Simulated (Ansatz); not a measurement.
Crystal: NbRu3C.

```
Ru Nb C
1.0
     4.06514    0.00000    0.00000
     0.00000    4.06514    0.00000
     0.00000    0.00000    4.06514
Ru Nb C
3 1 1
Direct
  0.50000 0.50000 0.00000
  0.50000 0.00000 0.50000
  0.00000 0.50000 0.50000
  0.00000 0.00000 0.00000
  0.50000 0.50000 0.50000
```

The cell comes from a database or a generator and needn't be the stable form of this composition.

Base run:

- Program: Ansatz 0.2.0
- Functional: RPBE
- Potentials or basis: Ansatz PAW
- Cutoff: 420 eV
- Density cutoff: 1680 eV
- k mesh: 7 × 7 × 7
- Occupations: fermi-dirac, width 0.05 eV
- Spin: no spin polarisation

Its results: band gap on the k mesh none (metal or under the smearing width); pressure 0.5 GPa.

**Question.** The run is repeated on the same cell with these changes: functional from RPBE to LDA. What comes out?

**Answer.** Band gap on the k mesh none (metal or under the smearing width); pressure -16.9 GPa.

LDA binds more tightly than RPBE, so the same cell stands under less pressure.

Caveats: the PAW data sets come from PBE, with cores solved anew for the run's functional, which leaves a small shift of forces and pressure; the density of states is complete only up to the lowest level of the last band computed; the potentials were made for another functional, which shifts forces and pressure (some runs).

Not every run made on this cell is shown here.
